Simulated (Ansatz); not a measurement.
# CH4ClISn: the cost of one run

All numbers are computed with Ansatz 0.2.0, driven from Python. Level of theory: Hartree-Fock/def2-SVP.

## 1. The system

Bond lengths: C1–Sn2 2.090 Å, Sn2–Cl3 2.323 Å, Sn2–I4 2.665 Å, C1–H5 1.097 Å, C1–H6 1.119 Å, C1–H7 1.142 Å, Sn2–H8 1.766 Å. Angles: C1–Sn2–Cl3 108.2°, C1–Sn2–I4 110.8°, C1–Sn2–H8 109.5°, Cl3–Sn2–I4 108.6°, Cl3–Sn2–H8 108.7°, I4–Sn2–H8 111.0°, Sn2–C1–H5 112.5°, Sn2–C1–H6 113.8°, Sn2–C1–H7 110.3°, H5–C1–H6 109.3°, H5–C1–H7 105.7°, H6–C1–H7 104.7°.

No structure file is read: the coordinates are typed or built in the script.

## 2. Script

Input file ch4clisn.py:

```python
"""Atomisation energy of CH4ClISn at the given geometry."""

from collections import Counter

import ansatz as az
from ase import Atoms


def total_energy(molecule, charge=0, unpaired=0):
    calc = molecule.calculation().basis(gaussian="def2-SVP").functional("hf")
    if charge:
        calc = calc.charge(charge)
    if unpaired:
        calc = calc.spin("collinear", total=unpaired)
    return calc.run(threads=1).report["free_energy_ev"]

atoms = Atoms(["C", "Sn", "Cl", "I", "H", "H", "H", "H"], positions=[
    [-0.2995, 1.1094, 0.1719],
    [0.3364, -0.8317, -0.2725],
    [2.1897, -1.3065, 1.0456],
    [-1.576, -2.6031, 0.281],
    [-0.6206, 1.2164, 1.215],
    [0.4588, 1.8977, -0.0649],
    [-1.209, 1.3833, -0.4612],
    [0.8123, -0.9227, -1.9707],
])
mol = az.Crystal.molecule_from_ase(atoms)

# Hund ground states
unpaired = {"C": 2, "Sn": 2, "Cl": 1, "I": 1, "H": 1}
counts = Counter(site.symbol for site in mol.cartesian_sites)
atom_energy = {s: total_energy(az.Crystal.molecule().atom(s, (0, 0, 0)), 0, unpaired[s]) for s in counts}
whole = total_energy(mol, 0, 0)
for s, e in atom_energy.items():
    print(f"{s:2s} x{counts[s]}  {e:14.5f} eV")
print(f"CH4ClISn: {whole:.5f} eV")
split = sum(counts[s] * e for s, e in atom_energy.items()) - whole
print(f"atomisation energy (no zero-point term): {23.060548 * split:.1f} kcal/mol, {split / sum(counts.values()):.3f} eV an atom")
```

## 3. What the engine is handed

The package turns the script's settings into the engine's input (first run):

```yaml
crystal:
  periodic: [false, false, false]
  atoms:
    - { symbol: C, position_ang: [0.0, 0.0, 0.0] }
basis:
  gaussian:
    orbitals: def2-SVP
hamiltonian:
  xc: hf
magnetization:
  spin_polarized: true
  initial_magnetization: 2.0
```

## 4. Running it

The run is started by

```bash
$ python ch4clisn.py
```

What time and memory should one allow on 1 thread of Arm Neoverse V1, shared host?

About 2.9 s, with a peak of 0.3 GiB.
